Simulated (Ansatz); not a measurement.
**SiH₄O₃: one species, many methods**

One table from this session's results is given with a row withheld; the runs are named, their logs left out.

Computed with Ansatz 0.2.0, Gaussian basis. Level: functionals in def2-TZVPP, the program's frozen cores in correlated methods.

Plan: LDA (SPW92), PBE-D4, revPBE-D4, BLYP-D4, r2SCAN-D4, B97M-V, PBE0-D4, B3LYP-D4, r2SCANh-D4, r2SCAN0-D4, HSE06-D4, BHLYP-D4, CAM-B3LYP-D4, LC-ωPBE, ωB97X-V, ωB97M-V, B2PLYP, PBE-QIDH; CCSD(T)/def2-SVP; CCSD(T)/def2-TZVPP; MP2/def2-QZVPP; extrapolation to the limit; RPA on PBE.

### The relaxed structure

An earlier PBE0-D4 in a triple-zeta def2 set relaxation fixed the geometry.

SMILES `O[SiH](O)O`, 8 atoms, charge 0, spin multiplicity 1.

Atoms are counted from 1 here; the program's logs count them from 0.

Bond lengths: O1–Si2 1.630 Å, O1–H5 0.959 Å, Si2–O3 1.641 Å, Si2–O4 1.633 Å, Si2–H6 1.476 Å, O3–H7 0.958 Å, O4–H8 0.958 Å. Angles: Si2–O1–H5 117.6°, O1–Si2–O3 114.4°, O1–Si2–O4 109.0°, O1–Si2–H6 104.5°, O3–Si2–O4 105.0°, O3–Si2–H6 110.6°, O4–Si2–H6 113.5°, Si2–O3–H7 117.9°, Si2–O4–H8 116.6°.

The first run:

in.yaml

```yaml
crystal:
  periodic: [false, false, false]
  atoms:
    - {symbol: O, position_ang: [0.057946, 1.618752, -0.224987]}
    - {symbol: Si, position_ang: [-0.171601, 0.082577, 0.269152]}
    - {symbol: O, position_ang: [1.169263, -0.861099, 0.196528]}
    - {symbol: O, position_ang: [-1.250795, -0.639740, -0.721278]}
    - {symbol: H, position_ang: [0.176846, 1.769777, -1.164462]}
    - {symbol: H, position_ang: [-0.642782, 0.209359, 1.662004]}
    - {symbol: H, position_ang: [1.894934, -0.654956, 0.786827]}
    - {symbol: H, position_ang: [-1.141711, -1.581669, -0.859684]}
basis:
  gaussian: {orbitals: def2-TZVPP}
hamiltonian: {xc: lda}
output: {orbitals: {seedname: orbitals}}
```

Among the steps run: LDA; PBE-D4 (GGA); revPBE-D4 (GGA); BLYP-D4 (GGA); r2SCAN-D4 (meta-GGA); B97M-V (meta-GGA); PBE0-D4 (hybrid); B3LYP-D4 (hybrid); r2SCANh-D4 (hybrid); r2SCAN0-D4 (hybrid); HSE06-D4 (hybrid); BHLYP-D4 (hybrid); CAM-B3LYP-D4 (range-separated); LC-ωPBE-D4 (range-separated; the results give it without D4); ωB97X-V (range-separated); ωB97M-V (range-separated); B2PLYP (double hybrid); PBE-QIDH (double hybrid).

One table of the session follows, with a row left open; its other results are not shown here.

It belongs to the step «Orbital energies across the functionals». 

| functional | HOMO (eV) | LUMO (eV) | gap (eV) |
| --- | --- | --- | --- |
| LDA (SPW92) | -7.59 | -0.26 | 7.33 |
| PBE-D4 | -7.43 | -0.13 | 7.31 |
| revPBE-D4 | -7.37 | -0.06 | 7.31 |
| BLYP-D4 | -7.35 | -0.20 | 7.16 |
| r2SCAN-D4 | -7.82 | 0.60 | 8.42 |
| B97M-V | -7.91 | 0.13 | 8.04 |
| PBE0-D4 | -9.06 | 0.76 | 9.82 |
| B3LYP-D4 | -8.83 | 0.36 | 9.19 |
| r2SCANh-D4 | -8.43 | 0.86 | 9.29 |
| r2SCAN0-D4 | -9.33 | 1.24 | 10.56 |
| HSE06-D4 | -8.65 | 0.39 | 9.04 |
| BHLYP-D4 | -10.62 | 1.38 | 12.00 |
| CAM-B3LYP-D4 | -10.57 | 1.50 | 12.07 |
| LC-ωPBE | ? | ? | ? |
| ωB97X-V | -11.58 | 2.67 | 14.25 |
| ωB97M-V | -11.44 | 2.20 | 13.65 |

Estimate the missing values for LC-ωPBE.

**Answer.** HOMO (eV): -11.92; LUMO (eV): 2.88; gap (eV): 14.80. In the column «HOMO (eV)» it is the lowest.
